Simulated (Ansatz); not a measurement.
**CH2OZn: up Jacob's ladder to CCSD(T)**

The task here is to estimate one member of a computed series from the others.

Program: Ansatz 0.2.0, Gaussian basis. Level of theory: functionals in def2-TZVPP, the program's frozen cores in correlated methods. These are calculated values, not measurements.

Plan: LDA (SPW92), PBE-D4, revPBE-D4, BLYP-D4, r2SCAN-D4, B97M-V, PBE0-D4, B3LYP-D4, r2SCANh-D4, r2SCAN0-D4, HSE06-D4, BHLYP-D4, CAM-B3LYP-D4, LC-ωPBE, ωB97X-V, ωB97M-V, B2PLYP, PBE-QIDH; CCSD(T)/def2-SVP; CCSD(T)/def2-TZVPP; MP2/def2-QZVPP; extrapolation to the limit; RPA on PBE.

### The geometry

The geometry comes from an earlier relaxation with PBE0-D4 in a triple-zeta def2 set; it is a stationary point.

5 atoms, charge 0, spin multiplicity 1.

Atoms are counted from 1 here; the program's logs count them from 0.

Bond lengths: C1–O2 1.196 Å, C1–H4 1.108 Å, C1–H5 1.109 Å. Angles: O2–C1–H4 121.9°, O2–C1–H5 121.9°, H4–C1–H5 116.2°.

Geometry (Å):

```csv
atom,x (Å),y (Å),z (Å)
C1,-0.40326,0.42195,-0.45886
O2,-0.92265,-0.51597,0.07187
Zn3,1.67348,-1.74127,1.78255
H4,-0.96556,1.09837,-1.13218
H5,0.66789,0.66342,-0.30477
```

The first run:

in.yaml reads:

```yaml
crystal:
  periodic: [false, false, false]
  atoms:
    - {symbol: C, position_ang: [-0.403264, 0.421953, -0.458864]}
    - {symbol: O, position_ang: [-0.922645, -0.515965, 0.071874]}
    - {symbol: Zn, position_ang: [1.673485, -1.741271, 1.782545]}
    - {symbol: H, position_ang: [-0.965564, 1.098369, -1.132181]}
    - {symbol: H, position_ang: [0.667888, 0.663416, -0.304773]}
basis:
  gaussian: {orbitals: def2-TZVPP}
hamiltonian: {xc: lda}
output: {orbitals: {seedname: orbitals}}
```

On the command line:

```
ansatz run in.yaml --threads 2 --pin off --events-out ev --progress --plain --max-ram 4352MiB
```

Among the steps run: LDA; PBE-D4 (GGA); revPBE-D4 (GGA); BLYP-D4 (GGA); r2SCAN-D4 (meta-GGA); B97M-V (meta-GGA); PBE0-D4 (hybrid); B3LYP-D4 (hybrid); r2SCANh-D4 (hybrid); r2SCAN0-D4 (hybrid); HSE06-D4 (hybrid); BHLYP-D4 (hybrid); CAM-B3LYP-D4 (range-separated); LC-ωPBE (range-separated); ωB97X-V (range-separated); ωB97M-V (range-separated); B2PLYP (double hybrid); PBE-QIDH (double hybrid).

One table of the session follows, with a row left open; its other results are not shown here.

It belongs to the step «Orbital energies across the functionals». 

| functional | HOMO (eV) | gap (eV) |
| --- | --- | --- |
| LDA (SPW92) | -5.80 | 2.90 |
| PBE-D4 | -5.56 | 2.92 |
| revPBE-D4 | -5.47 | 2.92 |
| BLYP-D4 | -5.51 | 2.98 |
| r2SCAN-D4 | -5.78 | 3.40 |
| B97M-V | -5.50 | 3.24 |
| PBE0-D4 | -6.28 | 4.90 |
| B3LYP-D4 | -6.25 | 4.56 |
| r2SCANh-D4 | -6.05 | 4.14 |
| r2SCAN0-D4 | -6.46 | 5.23 |
| HSE06-D4 | -5.88 | 4.10 |
| BHLYP-D4 | -6.96 | 6.85 |
| CAM-B3LYP-D4 | -7.57 | 7.42 |
| LC-ωPBE | ? | ? |
| ωB97X-V | -8.35 | 9.44 |
| ωB97M-V | -8.37 | 9.33 |

Q: Estimate the row for LC-ωPBE from the others.

**Answer.** HOMO (eV): -8.63; gap (eV): 9.82. In the column «HOMO (eV)» it is the lowest.
